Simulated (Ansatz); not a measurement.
**AsH2 radical: single points off equilibrium**

Aim: energy, forces and dipole at a structure displaced at random from a GFN2-xTB minimum, from CCSD(T) and from density functionals.

Computed with Ansatz 0.2.0, Gaussian basis. Level: single points in def2-TZVPP.

Cores are frozen in the correlated methods. Filled d shells of the heavier atoms are correlated. Orbitals are unrestricted.

### Step 1. Where the work starts

SMILES `[AsH2]`, 3 atoms, charge 0, spin multiplicity 2.

Atoms are counted from 1 here; the program's logs count them from 0.

Bond lengths: As1–H2 1.629 Å, As1–H3 1.538 Å. Angles: H2–As1–H3 82.2°.

Coordinates:

```xyz
3
AsH2
As   -0.55230    0.35550   -0.37520
H     0.75340    0.65350    0.55260
H    -0.16990   -1.10400   -0.07930
```

### Step 2. CCSD(T)/def2-TZVPP

run/in.yaml

```yaml
crystal:
  periodic: [false, false, false]
  atoms:
    - {symbol: As, position_ang: [-0.552300, 0.355500, -0.375200]}
    - {symbol: H, position_ang: [0.753400, 0.653500, 0.552600]}
    - {symbol: H, position_ang: [-0.169900, -1.104000, -0.079300]}
basis:
  gaussian: {orbitals: def2-TZVPP}
magnetization: {spin_polarized: true, initial_magnetization: 1}
correlation: {method: ccsd_t}
scf: {omitted_lower_state_checks: [cluster_reference]}
output: {forces: true}
```

No record of the launch command was kept for these runs.

### Step 3. PBE0-D4/def2-TZVPP

Changes to run/in.yaml since step 2:

```diff
@@ -9,4 +9,3 @@
 magnetization: {spin_polarized: true, initial_magnetization: 1}
-correlation: {method: ccsd_t}
-scf: {omitted_lower_state_checks: [cluster_reference]}
-output: {forces: true}
+hamiltonian: {xc: pbe0, dispersion: d4}
+output: {forces: true, orbitals: {seedname: orbitals}}
```

### Step 4. wB97M-V/def2-TZVPP

Changes to run/in.yaml since step 3:

```diff
@@ -9,3 +9,3 @@
 magnetization: {spin_polarized: true, initial_magnetization: 1}
-hamiltonian: {xc: pbe0, dispersion: d4}
-output: {forces: true, orbitals: {seedname: orbitals}}
+hamiltonian: {xc: {name: wB97M-V}}
+output: {forces: true}
```

### Step 5. r2SCAN-D4/def2-TZVPP

Changes to run/in.yaml since step 4:

```diff
@@ -9,3 +9,3 @@
 magnetization: {spin_polarized: true, initial_magnetization: 1}
-hamiltonian: {xc: {name: wB97M-V}}
+hamiltonian: {xc: r2scan, dispersion: d4}
 output: {forces: true}
```

### Step 6. PBE-D4/def2-TZVPP

Changes to run/in.yaml since step 5:

```diff
@@ -9,3 +9,3 @@
 magnetization: {spin_polarized: true, initial_magnetization: 1}
-hamiltonian: {xc: r2scan, dispersion: d4}
+hamiltonian: {xc: pbe, dispersion: d4}
 output: {forces: true}
```

### Step 7. SPW92/def2-TZVPP

Changes to run/in.yaml since step 6:

```diff
@@ -9,3 +9,3 @@
 magnetization: {spin_polarized: true, initial_magnetization: 1}
-hamiltonian: {xc: pbe, dispersion: d4}
+hamiltonian: {xc: lda}
 output: {forces: true}
```

### Step 8. revPBE-D4/def2-TZVPP

Changes to run/in.yaml since step 7:

```diff
@@ -9,3 +9,3 @@
 magnetization: {spin_polarized: true, initial_magnetization: 1}
-hamiltonian: {xc: lda}
+hamiltonian: {xc: {name: revPBE}, dispersion: d4}
 output: {forces: true}
```

(Steps that only read results are left out.)

Q: Predict the outcome of this session. Wanted: energy less free atoms, CCSD(T)/def2-TZVPP; RMS force component; RMS force error; HOMO and LUMO, PBE0-D4; T1 diagnostic.

**Answer**, as computed:

| quantity | value |
| --- | --- |
| energy less free atoms, CCSD(T)/def2-TZVPP | -5.813 eV |
| RMS force component | 0.623 to 0.853 eV/Å over the methods |
| RMS force error | PBE0-D4 0.044, wB97M-V 0.042, r2SCAN-D4 0.037, PBE-D4 0.224, SPW92 0.170, revPBE-D4 0.246 eV/Å |
| HOMO and LUMO, PBE0-D4 | -6.88 and -3.06 eV |
| T1 diagnostic | 0.012 |

Against CCSD(T) the functionals' energies less atoms differ by -1.145 to -0.095 eV, PBE-D4 by -0.236 eV. The reference is not at the basis limit: in triple zeta CCSD(T) underbinds, which counts against methods that bind more; the gaps are no ranking. For forces r2SCAN-D4 does best and revPBE-D4 worst. Frozen-core CCSD(T) forces in triple zeta carry basis errors of their own, and this is one geometry, so small gaps rank nothing.
